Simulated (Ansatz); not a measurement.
# CH6BFOSi: a ladder of functionals and wavefunction methods

An exercise on one series of results from a longer session: the logs are not shown, and one member is left open.

The runs use Ansatz 0.2.0, Gaussian basis; functionals in def2-TZVPP, the program's frozen cores in correlated methods.

The runs, in order: LDA (SPW92), PBE-D4, revPBE-D4, BLYP-D4, r2SCAN-D4, B97M-V, PBE0-D4, B3LYP-D4, r2SCANh-D4, r2SCAN0-D4, HSE06-D4, BHLYP-D4, CAM-B3LYP-D4, LC-ωPBE, ωB97X-V, ωB97M-V, B2PLYP, PBE-QIDH; CCSD(T)/def2-SVP; CCSD(T)/def2-TZVPP; MP2/def2-QZVPP; extrapolation to the limit; RPA on PBE.

### The geometry

All runs share one geometry, relaxed beforehand with PBE0-D4 in a triple-zeta def2 set.

11 atoms, charge 0, spin multiplicity 1.

Atoms are counted from 1 here; the program's logs count them from 0.

Bond lengths: O1–Si2 1.645 Å, O1–H6 0.959 Å, Si2–C3 1.886 Å, Si2–H7 1.489 Å, Si2–H8 1.481 Å, C3–B4 1.538 Å, C3–H9 1.096 Å, C3–H10 1.093 Å, B4–F5 1.336 Å, B4–H11 1.199 Å. Angles: Si2–O1–H6 117.8°, O1–Si2–C3 110.5°, O1–Si2–H7 111.6°, O1–Si2–H8 106.2°, C3–Si2–H7 109.0°, C3–Si2–H8 110.4°, H7–Si2–H8 109.1°, Si2–C3–B4 109.3°, Si2–C3–H9 104.6°, Si2–C3–H10 107.6°, B4–C3–H9 112.3°, B4–C3–H10 112.7°, H9–C3–H10 110.0°, C3–B4–F5 118.8°, C3–B4–H11 125.1°, F5–B4–H11 116.0°.

The first run:

Input file in.yaml:

```yaml
crystal:
  periodic: [false, false, false]
  atoms:
    - {symbol: O, position_ang: [-1.910946, -0.181874, 0.740219]}
    - {symbol: Si, position_ang: [-0.450061, -0.934867, 0.680180]}
    - {symbol: C, position_ang: [0.908601, 0.296156, 0.239496]}
    - {symbol: B, position_ang: [0.669949, 0.826696, -1.184652]}
    - {symbol: F, position_ang: [-0.296981, 1.727795, -1.382527]}
    - {symbol: H, position_ang: [-2.122318, 0.440093, 0.041657]}
    - {symbol: H, position_ang: [-0.443872, -2.041171, -0.317009]}
    - {symbol: H, position_ang: [-0.219982, -1.497492, 2.031184]}
    - {symbol: H, position_ang: [0.824002, 1.083787, 0.996477]}
    - {symbol: H, position_ang: [1.867073, -0.219457, 0.342946]}
    - {symbol: H, position_ang: [1.239934, 0.443434, -2.167471]}
basis:
  gaussian: {orbitals: def2-TZVPP}
hamiltonian: {xc: lda}
output: {orbitals: {seedname: orbitals}}
```

On the command line:

```bash
$ ansatz run in.yaml --threads 4 --pin off --events-out ev --progress --plain --max-ram 10444MiB
```

Steps of the session up to this table: LDA; PBE-D4 (GGA); revPBE-D4 (GGA); BLYP-D4 (GGA); r2SCAN-D4 (meta-GGA); B97M-V (meta-GGA); B3LYP-D4 (hybrid); r2SCANh-D4 (hybrid); r2SCAN0-D4 (hybrid); HSE06-D4 (hybrid); BHLYP-D4 (hybrid); CAM-B3LYP-D4 (range-separated); LC-ωPBE (range-separated); ωB97X-V (range-separated); ωB97M-V (range-separated); B2PLYP (double hybrid); PBE-QIDH (double hybrid).

One table of the session follows, with a row left open; its other results are not shown here.

It belongs to the step «Orbital energies across the functionals». 

```
  functional  HOMO (eV)  gap (eV)
 LDA (SPW92)      -7.30      5.19
      PBE-D4      -7.17      5.35
   revPBE-D4      -7.12      5.43
     BLYP-D4      -7.08      5.39
   r2SCAN-D4      -7.51      6.05
      B97M-V      -7.63      6.07
     PBE0-D4      -8.62      7.77
    B3LYP-D4      -8.40      7.31
  r2SCANh-D4      -8.05      6.93
  r2SCAN0-D4      -8.85      8.21
    HSE06-D4      -8.22      6.99
    BHLYP-D4      -9.97     10.10
CAM-B3LYP-D4     -10.04     10.25
     LC-ωPBE          ?         ?
     ωB97X-V     -11.03     12.36
     ωB97M-V     -10.90     11.96
```

**Question.** Estimate the row for LC-ωPBE.

As computed: HOMO (eV): -11.38; gap (eV): 12.82. In the column «HOMO (eV)» it is the lowest.
